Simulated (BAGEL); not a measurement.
# HF/aug-cc-pVDZ (density fitting with qzvpp-jkfit) run of GaHBrCl (SMILES [Cl][GaH][Br])

What is the energy change on altering one bond length of GaHBrCl at HF/aug-cc-pVDZ (density fitting with qzvpp-jkfit)? 

The results are computed with BAGEL 1.2.2.

8 further runs of the same task are left out: 4 that didn't finish, 4 set aside as unsound or not needed. Runs told in other sessions of the task aren't counted.

**1. The molecule**

GaHBrCl has 4 atoms, charge 0, and is taken as a singlet. SMILES: `[Cl][GaH][Br]`. Geometry: relaxed at PBE0-D4/def2-TZVP.

Bond lengths: Cl1–Ga2 2.130 Å, Ga2–Br3 2.272 Å, Ga2–H4 1.547 Å. Angles: Cl1–Ga2–Br3 115.6°, Cl1–Ga2–H4 121.7°, Br3–Ga2–H4 122.7°.

**2. The energy at HF/aug-cc-pVDZ (density fitting with qzvpp-jkfit)**

Input file input.json:

```json
{ "bagel": [

{
  "title": "molecule",
  "basis": "aug-cc-pvdz.json",
  "df_basis": "qzvpp-jkfit",
  "angstrom": true,
  "geometry": [
    { "atom": "Cl", "xyz": [   -1.970500,   -0.096100,   -0.528400 ] },
    { "atom": "Ga", "xyz": [    0.088800,    0.166300,   -0.052400 ] },
    { "atom": "Br", "xyz": [    1.109200,   -1.623600,    0.905300 ] },
    { "atom": "H", "xyz": [    0.828100,    1.493000,   -0.344800 ] }
  ]
},
{ "title": "hf" },
{ "title": "print", "file": "orbitals.molden", "orbitals": true }

]}
```

The basis set aug-cc-pVDZ is read from a file made from the Basis Set Exchange's data (not shown).

The run is started by

```
$ BAGEL_NUM_THREADS=1 BAGEL input.json > input.out
```

The log of the run:

```text
* using 1 threads per process

  ===============================================================
  ===============================================================

  *** Geometry ***

  { "atom" : "Cl", "xyz" : [     -3.723705,     -0.181603,     -0.998531 ] },
  { "atom" : "Ga", "xyz" : [      0.167808,      0.314261,     -0.099022 ] },
  { "atom" : "Br", "xyz" : [      2.096084,     -3.068159,      1.710769 ] },
  { "atom" : "H", "xyz" : [      1.564882,      2.821361,     -0.651578 ] },

  Number of auxiliary basis functions:      678

  Since a DF basis is specified, we compute 2- and 3-index integrals:
    o Being stored without compression. Storage requirement is 0.063 GB

  Number of basis functions:      108
  Number of electrons      :       84

    * METHOD: MOLECULE                             0.61

  *** RHF ***

  === Nuclear Repulsion ===
   487.0716172527

      * DIIS with orbital gradients will be used.

  === RHF iteration (aug-cc-pvdz.json) ===
      0      -4955.70760373          0.00740103           0.26
      1      -4955.79910782          0.00327398           0.24
      2      -4955.81186475          0.00074623           0.24
      3      -4955.81262007          0.00022381           0.24
      4      -4955.81266229          0.00003935           0.24
      5      -4955.81266487          0.00001305           0.24
      6      -4955.81266513          0.00000381           0.25
      7      -4955.81266515          0.00000085           0.24
      8      -4955.81266516          0.00000027           0.24
      9      -4955.81266516          0.00000008           0.24
     10      -4955.81266516          0.00000003           0.25
     11      -4955.81266516          0.00000001           0.24
    * SCF iteration converged.

    * Permanent dipole moment:
           (   -0.391470,    -0.580143,     0.108920) a.u.

    * METHOD: HF                                   3.43

    * METHOD: PRINT                                0.03

  ===============================================================
```

It took 4.5 s on 1 thread of Arm Neoverse V1, shared host; peak memory 0.23 GiB.

**3. The distorted shape**

Input file calc.json:

```json
{ "bagel" : [

{
  "title" : "molecule",
  "basis" : "aug-cc-pvdz.json",
  "df_basis" : "qzvpp-jkfit",
  "angstrom" : true,
  "geometry" : [
    { "atom" : "Cl", "xyz" : [   -3.000117,   -0.227296,   -0.766392 ] },
    { "atom" : "Ga", "xyz" : [    0.088800,    0.166300,   -0.052400 ] },
    { "atom" : "Br", "xyz" : [    1.109200,   -1.623600,    0.905300 ] },
    { "atom" : "H", "xyz" : [    0.828100,    1.493000,   -0.344800 ] }
  ]
},
{
  "title" : "hf"
},
{
  "title" : "print",
  "file" : "orbitals.molden",
  "orbitals" : true
}

]}
```

The basis set aug-cc-pVDZ is read from a file made from the Basis Set Exchange's data (not shown).

The run is started by

```
$ BAGEL_NUM_THREADS=1 BAGEL calc.json > calc.out
```

The log of the run:

```text
* using 1 threads per process

  ===============================================================
  ===============================================================

  *** Geometry ***

  { "atom" : "Cl", "xyz" : [     -5.669399,     -0.429527,     -1.448271 ] },
  { "atom" : "Ga", "xyz" : [      0.167808,      0.314261,     -0.099022 ] },
  { "atom" : "Br", "xyz" : [      2.096084,     -3.068159,      1.710769 ] },
  { "atom" : "H", "xyz" : [      1.564882,      2.821361,     -0.651578 ] },

  Number of auxiliary basis functions:      678

  Since a DF basis is specified, we compute 2- and 3-index integrals:
    o Being stored without compression. Storage requirement is 0.063 GB

  Number of basis functions:      108
  Number of electrons      :       84

    * METHOD: MOLECULE                             0.59

  *** RHF ***

  === Nuclear Repulsion ===
   425.9339904014

      * DIIS with orbital gradients will be used.

  === RHF iteration (aug-cc-pvdz.json) ===
      0      -4955.56166231          0.00865528           0.25
      1      -4955.67329215          0.00546005           0.24
      2      -4955.71283291          0.00106868           0.24
      3      -4955.71457090          0.00034518           0.24
      4      -4955.71477525          0.00009503           0.24
      5      -4955.71480330          0.00003408           0.25
      6      -4955.71480719          0.00000739           0.25
      7      -4955.71480737          0.00000235           0.25
      8      -4955.71480738          0.00000083           0.25
      9      -4955.71480738          0.00000022           0.25
     10      -4955.71480738          0.00000009           0.25
     11      -4955.71480738          0.00000003           0.25
     12      -4955.71480738          0.00000002           0.24
     13      -4955.71480738          0.00000001           0.25
    * SCF iteration converged.

    * Permanent dipole moment:
           (   -2.761058,    -0.663340,    -0.521052) a.u.

    * METHOD: HF                                   3.91

    * METHOD: PRINT                                0.03

  ===============================================================
```

Run time: 4.8 s. Hardware: 1 thread of Arm Neoverse V1, shared host; peak memory 0.23 GiB.

**4. What came out**

Level: HF/aug-cc-pVDZ (density fitting with qzvpp-jkfit).

| quantity | value |
| --- | --- |
| first shape: total energy | -4955.81267 Eh |
| first shape: dipole moment | 1.80 D |
| first shape: HOMO energy | -11.60 eV |
| first shape: LUMO energy | 0.56 eV |
| first shape: HOMO–LUMO gap | 12.16 eV |
| distorted shape: total energy | -4955.71481 Eh |
| distorted shape: dipole moment | 7.34 D |
| distorted shape: HOMO energy | -10.43 eV |
| distorted shape: LUMO energy | -1.20 eV |
| distorted shape: HOMO–LUMO gap | 9.24 eV |
| energy change with the Cl1–Ga2 bond stretched from 2.130 to 3.195 Å | 2.663 eV |

What this shows: With the Cl1–Ga2 bond stretched from 2.130 to 3.195 Å the energy rises by 2.66 eV (257 kJ/mol). The first shape isn't relaxed at this level, so the change isn't measured from a minimum.
